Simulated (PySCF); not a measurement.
# CoF5 (-2): ligand-field states, spin distribution, part 2 of 2

PySCF 2.14.0. Atoms count from 0.

## 7. Spin distribution: unrestricted DFT, spin states

Job settings and geometry (Å):

```
{"job": {"kind": "spin", "xc": "PBE0"}, "charge": -2, "metal": "Co", "open_shell": "d6"}
Co     0.000000     0.000000     0.000000
F      0.012439     0.029379     1.922431
F      0.012439     0.029379    -1.922431
F      1.818904    -0.203132     0.000000
F     -1.053377     1.487011     0.000000
F     -0.903800    -1.634160    -0.000000
```

With the program's defaults for keys left out, this is: unrestricted DFT energies of the spin multiplicities at one geometry, beside CASSCF and NEVPT2 of the metal shell.

Output:

```text
multiplicity 5
final grid: 71312 points
cycle   1  E = -1892.2205500963  dE =  4.259e-03  |g| = 5.124e-01  |ddm| = 5.729e-01
cycle   2  E = -1891.9797181418  dE =  2.408e-01  |g| = 1.145e+00  |ddm| = 6.982e-01
cycle   3  E = -1892.2871623759  dE = -3.074e-01  |g| = 7.121e-02  |ddm| = 4.386e-01
cycle   4  E = -1892.2887907187  dE = -1.628e-03  |g| = 1.479e-02  |ddm| = 5.104e-02
cycle   5  E = -1892.2888513117  dE = -6.059e-05  |g| = 5.387e-03  |ddm| = 9.254e-03
cycle   6  E = -1892.2888610670  dE = -9.755e-06  |g| = 1.086e-03  |ddm| = 3.652e-03
cycle   7  E = -1892.2888619029  dE = -8.359e-07  |g| = 4.251e-04  |ddm| = 1.535e-03
converged SCF energy = -1892.2888619029
multiplicity 3
final grid: 71312 points
cycle   1  E = -1892.1518985655  dE =  3.273e-02  |g| = 6.777e-01  |ddm| = 6.407e-01
cycle   2  E = -1891.5578534587  dE =  5.940e-01  |g| = 1.741e+00  |ddm| = 9.436e-01
cycle   3  E = -1892.2637103614  dE = -7.059e-01  |g| = 1.299e-01  |ddm| = 6.270e-01
cycle   4  E = -1892.2687632247  dE = -5.053e-03  |g| = 2.727e-02  |ddm| = 8.345e-02
cycle   5  E = -1892.2690299650  dE = -2.667e-04  |g| = 1.015e-02  |ddm| = 1.779e-02
cycle   6  E = -1892.2690930502  dE = -6.309e-05  |g| = 3.346e-03  |ddm| = 1.007e-02
cycle   7  E = -1892.2691230119  dE = -2.996e-05  |g| = 2.407e-03  |ddm| = 9.582e-03
cycle   8  E = -1892.2691393462  dE = -1.633e-05  |g| = 7.199e-04  |ddm| = 1.055e-02
cycle   9  E = -1892.2691409752  dE = -1.629e-06  |g| = 5.092e-04  |ddm| = 3.660e-03
cycle  10  E = -1892.2691411902  dE = -2.151e-07  |g| = 3.002e-04  |ddm| = 7.292e-04
converged SCF energy = -1892.2691411902
multiplicity 1
final grid: 71312 points
cycle   1  E = -1892.0653027938  dE =  6.983e-02  |g| = 8.016e-01  |ddm| = 6.898e-01
cycle   2  E = -1890.9260464597  dE =  1.139e+00  |g| = 2.324e+00  |ddm| = 1.462e+00
cycle   3  E = -1892.2150544252  dE = -1.289e+00  |g| = 1.998e-01  |ddm| = 1.188e+00
cycle   4  E = -1892.2259142432  dE = -1.086e-02  |g| = 4.940e-02  |ddm| = 1.195e-01
cycle   5  E = -1892.2266720911  dE = -7.578e-04  |g| = 5.240e-03  |ddm| = 2.837e-02
cycle   6  E = -1892.2266788417  dE = -6.751e-06  |g| = 3.444e-03  |ddm| = 5.160e-03
cycle   7  E = -1892.2266835413  dE = -4.700e-06  |g| = 7.168e-04  |ddm| = 2.570e-03
cycle   8  E = -1892.2266845304  dE = -9.891e-07  |g| = 4.461e-04  |ddm| = 1.807e-03
converged SCF energy = -1892.2266845304
```

Wall time 17 s (1 thread of Intel Xeon Platinum 8488C, shared host); peak memory 0.57 GiB.

## 8. Ligand-field states: state-averaged CASSCF (basis x2c-TZVPall) in water

Settings changed since step 7:

```diff
@@ -1,2 +1,2 @@
-{"job": {"kind": "spin", "xc": "PBE0"}, "charge": -2, "metal": "Co", "open_shell": "d6"}
+{"job": {"kind": "lf", "basis": "x2c-TZVPall", "nevpt": true, "solvent": "water"}, "charge": -2, "metal": "Co", "open_shell": "d6"}
 Co     0.000000     0.000000     0.000000
```

Level: state-averaged CASSCF of the metal d shell, SC-NEVPT2 on the averaged canonical orbitals, state-interaction spin-orbit coupling.

Output:

```text
basis functions 203, electrons 74, active (6e, 5o)
stage 1: DIIS on the effective Fock matrix, level shift 0.30
cycle   1  E = -1881.2416445340  dE = -1.881e+03  max|g| = 3.791e+00
cycle   2  E = -1887.5990188464  dE = -6.357e+00  max|g| = 2.033e+00
cycle   3  E = -1889.4595436130  dE = -1.861e+00  max|g| = 1.259e+00
cycle   4  E = -1889.8667906167  dE = -4.072e-01  max|g| = 1.956e-01
cycle   5  E = -1889.9435536380  dE = -7.676e-02  max|g| = 1.770e-01
cycle   6  E = -1889.9404541017  dE =  3.100e-03  max|g| = 1.236e-01
cycle   7  E = -1889.9385262112  dE =  1.928e-03  max|g| = 9.650e-02
cycle   8  E = -1889.5577935482  dE =  3.807e-01  max|g| = 5.005e-01
cycle   9  E = -1888.3863803828  dE =  1.171e+00  max|g| = 1.055e+00
cycle  10  E = -1886.7864371915  dE =  1.600e+00  max|g| = 1.598e+00
cycle  11  E = -1885.7443624534  dE =  1.042e+00  max|g| = 1.995e+00
cycle  12  E = -1885.0985061628  dE =  6.459e-01  max|g| = 2.302e+00
cycle  13  E = -1884.7260531545  dE =  3.725e-01  max|g| = 2.502e+00
cycle  14  E = -1884.5811393976  dE =  1.449e-01  max|g| = 2.543e+00
cycle  15  E = -1884.5334217097  dE =  4.772e-02  max|g| = 2.575e+00
stage 2: quasi-Newton rotations from the point of smallest gradient
cycle  17  E = -1889.9527674197  dE = -1.424e-02  max|g| = 1.722e-01
cycle  18  E = -1889.9693325206  dE = -1.657e-02  max|g| = 2.489e-02
cycle  19  E = -1889.9699953180  dE = -6.628e-04  max|g| = 4.029e-03
cycle  20  E = -1889.9700175354  dE = -2.222e-05  max|g| = 1.303e-03
cycle  21  E = -1889.9700212225  dE = -3.687e-06  max|g| = 3.349e-04
cycle  22  E = -1889.9700215402  dE = -3.177e-07  max|g| = 9.522e-05
cycle  23  E = -1889.9700215689  dE = -2.870e-08  max|g| = 3.504e-05
cycle  24  E = -1889.9700215716  dE = -2.747e-09  max|g| = 1.418e-05
cycle  25  E = -1889.9700215719  dE = -2.794e-10  max|g| = 3.538e-06
converged average energy = -1889.9700215719

 mult deg   label        CASSCF/cm-1   NEVPT2/cm-1
   5   1   5A''                0.0           0.0
   5   1   5A''             1073.2        1229.2
   5   1   5A'              3297.1        4874.4
   5   1   5A'              4643.3        6759.7
   3   1   3A'             14948.6        8695.3
   3   1   3A''            19288.3       15074.9
   5   1   5A'             11380.4       15536.1
   3   1   3A''            20695.7       16615.8
   3   1   3A''            20449.7       16885.5
   1   1   1A'             24881.8       18065.6
   1   1   1A'             25575.5       19263.8
   3   1   3A''            22292.5       19450.5
   3   1   3A''            23323.1       21613.0
   3   1   3A''            23538.5       22044.9
   3   1   3A'             24660.1       22659.1
   1   1   1A'             29024.9       23025.1
   3   1   3A''            26511.6       23527.0
   3   1   3A''            26901.3       24034.3
   3   1   3A'             26145.8       24720.3
   3   1   3A''            28316.0       26304.3
   1   1   1A''            31019.5       27079.9
   3   1   3A''            29390.6       27276.9
   3   1   3A''            30412.9       28672.6
   3   1   3A'             28922.3       28876.1
   3   1   3A''            30913.4       29419.3
   3   1   3A'             29627.7       29536.0
   3   1   3A'             29943.4       29707.8
   1   1   1A''            33611.3       29972.0
   1   1   1A''            32895.4       30043.8
   3   1   3A'             31804.0       31147.7
   3   1   3A'             31411.1       31579.7
   1   1   1A''            34292.4       31814.7
   1   1   1A''            35120.3       32729.9
   3   1   3A'             33825.8       32991.0
   1   1   1A''            35308.6       33038.4
   3   1   3A'             33908.1       33425.1
   3   1   3A'             34525.0       33866.3
   3   1   3A''            36984.3       34922.9
   3   1   3A''            37906.4       35021.7
   1   1   1A'             37199.0       35820.8
   3   1   3A'             36850.6       36886.5
   1   1   1A'             38233.2       37030.6
   1   1   1A''            41101.2       37561.0
   3   1   3A'             38014.1       39410.6
   3   1   3A'             38448.5       39715.2
   3   1   3A''            38904.4       40203.6
   1   1   1A'             41119.3       40569.1
   3   1   3A''            38888.1       40818.2
   1   1   1A'             41550.5       41302.9
   1   2   1G              43193.3       41492.2
   3   1   3A'             43486.5       42258.8
   1   1   1A''            45480.7       42711.2
   1   1   1A'             44048.3       43505.3
   3   1   3A'             44606.3       43585.9
   1   1   1A'             44402.8       43665.6
   3   1   3A''            42132.4       43822.5
   1   1   1A''            47961.9       44854.5
   1   1   1A'             50009.2       45018.0
   3   1   3A''            43693.4       45186.0
   1   1   1A''            47044.5       45589.2

spin-orbit levels / cm-1
      0.00  x1  5A'' 0.96 5A'' 0.03
      6.84  x1  5A'' 0.95 5A'' 0.04
     16.41  x1  5A'' 0.98
     46.48  x1  5A'' 0.98
     47.94  x1  5A'' 0.98
   1267.64  x1  5A'' 0.99
   1274.09  x1  5A'' 0.98
   1310.85  x1  5A'' 0.98
   1349.67  x1  5A'' 0.95 5A'' 0.04
   1354.13  x1  5A'' 0.95 5A'' 0.04
   4797.74  x1  5A' 0.93 5A' 0.06
   4797.86  x1  5A' 0.93 5A' 0.06
   4935.97  x1  5A' 0.97
   4937.27  x1  5A' 0.97
   4984.51  x1  5A' 0.99
   6860.05  x1  5A' 0.99
   6885.15  x1  5A' 0.98
   6886.74  x1  5A' 0.97
   6957.34  x1  5A' 0.93 5A' 0.06
   6957.70  x1  5A' 0.93 5A' 0.06
   8722.16  x1  3A' 0.98
   8821.34  x1  3A' 0.99
   8826.30  x1  3A' 0.99
  14919.55  x1  3A'' 0.87 1A' 0.04 3A'' 0.04
  15007.00  x1  3A'' 0.89 3A'' 0.04 3A'' 0.04
  15198.90  x1  3A'' 0.97
  15592.22  x1  5A' 0.97
  15594.90  x1  5A' 0.97
  15605.72  x1  5A' 0.98
  15618.11  x1  5A' 0.99
```

It took 16 s on 1 thread of Intel Xeon Platinum 8488C, shared host; peak memory 0.67 GiB.

In short:

```
             quantity     value
spin-orbit constant ζ  548 cm⁻¹
```

Powder susceptibility:

| T (K) | χT (cm³ K/mol) | μ(eff) |
| --- | --- | --- |
| 2 | 1.057 | 2.91 |
| 20 | 3.122 | 5.00 |
| 100 | 3.375 | 5.20 |
| 300 | 3.423 | 5.23 |

## 9. Ligand-field states: state-averaged CASSCF (avg hs) in water

Job settings and geometry (Å):

```
{"job": {"kind": "lf", "basis": {"metal": "x2c-TZVPall", "ligand": "x2c-SVPall"}, "nevpt": true, "solvent": "water", "avg": "hs"}, "charge": -2, "metal": "Co", "open_shell": "d6"}
Co     0.000000     0.000000     0.000000
F      0.012439     0.029379     1.922431
F      0.012439     0.029379    -1.922431
F      1.818904    -0.203132     0.000000
F     -1.053377     1.487011     0.000000
F     -0.903800    -1.634160    -0.000000
```

Method: state-averaged CASSCF of the metal d shell, SC-NEVPT2 on the averaged canonical orbitals, state-interaction spin-orbit coupling.

Output:

```text
basis functions 118, electrons 74, active (6e, 5o)
stage 1: DIIS on the effective Fock matrix, level shift 0.30
cycle   1  E = -1882.2380767834  dE = -1.882e+03  max|g| = 3.956e+00
cycle   2  E = -1887.8698506015  dE = -5.632e+00  max|g| = 1.851e+00
cycle   3  E = -1889.2652309439  dE = -1.395e+00  max|g| = 9.123e-01
cycle   4  E = -1889.4286531904  dE = -1.634e-01  max|g| = 1.773e-01
cycle   5  E = -1889.4751158195  dE = -4.646e-02  max|g| = 1.543e-01
cycle   6  E = -1889.4642083032  dE =  1.091e-02  max|g| = 1.143e-01
cycle   7  E = -1889.3930940417  dE =  7.111e-02  max|g| = 1.976e-01
cycle   8  E = -1888.9691848186  dE =  4.239e-01  max|g| = 5.643e-01
cycle   9  E = -1887.8692327238  dE =  1.100e+00  max|g| = 1.111e+00
cycle  10  E = -1886.6097428607  dE =  1.259e+00  max|g| = 1.835e+00
cycle  11  E = -1885.6079124092  dE =  1.002e+00  max|g| = 2.206e+00
cycle  12  E = -1884.9439251086  dE =  6.640e-01  max|g| = 2.422e+00
cycle  13  E = -1884.5365632367  dE =  4.074e-01  max|g| = 2.544e+00
cycle  14  E = -1884.4026388147  dE =  1.339e-01  max|g| = 2.590e+00
cycle  15  E = -1884.4884171940  dE = -8.578e-02  max|g| = 2.490e+00
stage 2: quasi-Newton rotations from the point of smallest gradient
cycle  17  E = -1889.4978799838  dE = -3.367e-02  max|g| = 1.171e-01
cycle  18  E = -1889.5041708412  dE = -6.291e-03  max|g| = 1.442e-02
cycle  19  E = -1889.5043819696  dE = -2.111e-04  max|g| = 3.410e-03
cycle  20  E = -1889.5043928020  dE = -1.083e-05  max|g| = 8.764e-04
cycle  21  E = -1889.5043940892  dE = -1.287e-06  max|g| = 2.233e-04
cycle  22  E = -1889.5043942098  dE = -1.207e-07  max|g| = 6.271e-05
cycle  23  E = -1889.5043942220  dE = -1.213e-08  max|g| = 2.975e-05
cycle  24  E = -1889.5043942231  dE = -1.108e-09  max|g| = 1.058e-05
cycle  25  E = -1889.5043942232  dE = -1.501e-10  max|g| = 1.862e-06
converged average energy = -1889.5043942232

 mult deg   label        CASSCF/cm-1   NEVPT2/cm-1
   5   1   5A''                0.0           0.0
   5   1   5A''             1029.9        1149.1
   5   1   5A'              3301.5        4472.4
   5   1   5A'              4702.4        6315.0
   3   1   3A'             15775.0        9901.6
   5   1   5A'             11678.3       15019.8
   3   1   3A''            20235.9       15877.3
   3   1   3A''            21650.8       17417.2
   3   1   3A''            21407.6       17663.7
   1   1   1A'             26103.0       19638.8
   3   1   3A''            23250.4       20143.1
   1   1   1A'             26815.8       20770.8
   3   1   3A''            24240.2       22166.8
   3   1   3A''            24443.2       22547.7
   3   1   3A'             25595.9       23265.0
   3   1   3A''            27505.4       23953.3
   1   1   1A'             30341.3       24391.6
   3   1   3A''            27895.6       24440.2
   3   1   3A'             27084.1       25232.8
   3   1   3A''            29357.9       26755.5
   3   1   3A''            30453.6       27819.3
   1   1   1A''            32356.0       28054.4
   3   1   3A''            31500.5       29072.1
   3   1   3A'             29893.9       29131.9
   3   1   3A'             30880.3       29579.1
   3   1   3A'             30549.0       29769.7
   3   1   3A''            31990.3       29770.0
   1   1   1A''            34974.8       30880.2
   1   1   1A''            34195.8       30922.5
   3   1   3A'             32908.3       31337.8
   3   1   3A'             32314.4       31484.9
   1   1   1A''            35669.0       32599.9
   3   1   3A'             34882.2       33247.6
   3   1   3A'             34911.6       33266.6
   1   1   1A''            36529.1       33568.0
   1   1   1A''            36685.9       33806.3
   3   1   3A'             35605.9       33835.2
   3   1   3A''            38185.0       35625.8
   3   1   3A''            39181.4       36393.4
   1   1   1A'             38559.6       36447.7
   3   1   3A'             37903.7       36868.1
   1   1   1A'             39605.7       37614.5
   1   1   1A''            42698.7       38466.8
   3   1   3A'             39280.1       39457.4
   3   1   3A''            40000.0       39698.1
   3   1   3A'             39692.3       39736.6
   3   1   3A''            39935.3       39995.7
   1   1   1A'             42489.4       40881.0
   1   1   1A''            44763.7       41059.1
   1   1   1A'             42915.4       41571.9
   3   1   3A'             44901.0       42456.4
   1   1   1A'             44583.8       43030.7
   1   1   1A''            47042.1       43033.4
   3   1   3A''            43248.0       43341.3
   3   1   3A'             46032.1       43749.1
   1   1   1A'             45467.3       43845.0
   1   1   1A'             45841.3       44046.3
   3   1   3A''            44864.6       44792.4
   1   1   1A''            49518.6       45088.3
   1   1   1A'             51742.9       45523.3

spin-orbit levels / cm-1
      0.00  x1  5A'' 0.95 5A'' 0.04
      5.91  x1  5A'' 0.95 5A'' 0.05
     18.10  x1  5A'' 0.98
     46.77  x1  5A'' 0.98
     48.92  x1  5A'' 0.98
   1190.55  x1  5A'' 0.99
   1199.63  x1  5A'' 0.98
   1235.52  x1  5A'' 0.97
   1282.94  x1  5A'' 0.95 5A'' 0.05
   1286.52  x1  5A'' 0.95 5A'' 0.05
   4392.66  x1  5A' 0.92 5A' 0.07
   4392.77  x1  5A' 0.92 5A' 0.07
   4540.48  x1  5A' 0.97
   4542.13  x1  5A' 0.97
   4592.86  x1  5A' 0.99
   6424.42  x1  5A' 0.99
   6451.68  x1  5A' 0.98
   6455.54  x1  5A' 0.97
   6533.42  x1  5A' 0.93 5A' 0.07
   6533.60  x1  5A' 0.93 5A' 0.07
   9922.40  x1  3A' 0.98
  10025.51  x1  3A' 0.99
  10031.09  x1  3A' 0.99
  15090.24  x1  5A' 0.98
  15090.54  x1  5A' 0.98
  15103.72  x1  5A' 0.99
  15104.73  x1  5A' 0.99
  15108.42  x1  5A' 0.99
  15748.60  x1  3A'' 0.88 3A'' 0.04 3A'' 0.03
  15820.64  x1  3A'' 0.89 3A'' 0.05 3A'' 0.04
```

Run time: 7.3 s. Hardware: 1 thread of Intel Xeon Platinum 8488C, shared host; peak memory 0.57 GiB.

From this job:

```csv
quantity,value
spin-orbit constant ζ,564 cm⁻¹
```

Powder susceptibility:

| T (K) | χT (cm³ K/mol) | μ(eff) |
| --- | --- | --- |
| 2 | 1.182 | 3.08 |
| 20 | 3.158 | 5.03 |
| 100 | 3.415 | 5.23 |
| 300 | 3.465 | 5.26 |

## 10. The runs side by side

From the NEVPT2 states (cm⁻¹; the spread is that of the fitted one-electron ligand-field levels):

```
step            setting  ground state    next state  orbital spread  Racah B    ζ  μ(eff), 300 K
   3           as given          5A''  5A'' at 1194           14599     1090  549           5.23
   8  basis x2c-TZVPall          5A''  5A'' at 1229           14190     1084  548           5.23
   9             avg hs          5A''  5A'' at 1149           13674     1099  564           5.26
```

## 11. Outcome

What follows sums up all 2 parts.

| quantity | value |
| --- | --- |
| point group | Cs |
| rotational constants (main isotopes) | 2.62, 2.22, 2.05 GHz |
| spin-orbit constant ζ (step 3, state-averaged CASSCF in water) | 549 cm⁻¹ |
| ground multiplicity, μ(eff) at 300 K (step 3, 5 donors at 1.82 to 1.92 Å) | 5, 5.23 μB |
| ground multiplicity, μ(eff) at 300 K (step 8, 5 donors at 1.82 to 1.92 Å) | 5, 5.23 μB |
| ground multiplicity, μ(eff) at 300 K (step 9, 5 donors at 1.82 to 1.92 Å) | 5, 5.26 μB |

**Reading.** The optimisation took 6 steps and gained 0.098 eV; among the close pairs (by a distance rule), Co0–F1 changed most, from 1.839 to 1.923 Å. In step 3, χT goes from 1.07 at 2 K to 3.42 cm³ K/mol at 300 K, as higher levels fill or mix in. The spread of the ligand-field levels runs from 13674 cm⁻¹ (avg hs) to 14599 cm⁻¹ (as given); μ(eff) at 300 K: 5.23 to 5.26 μB.
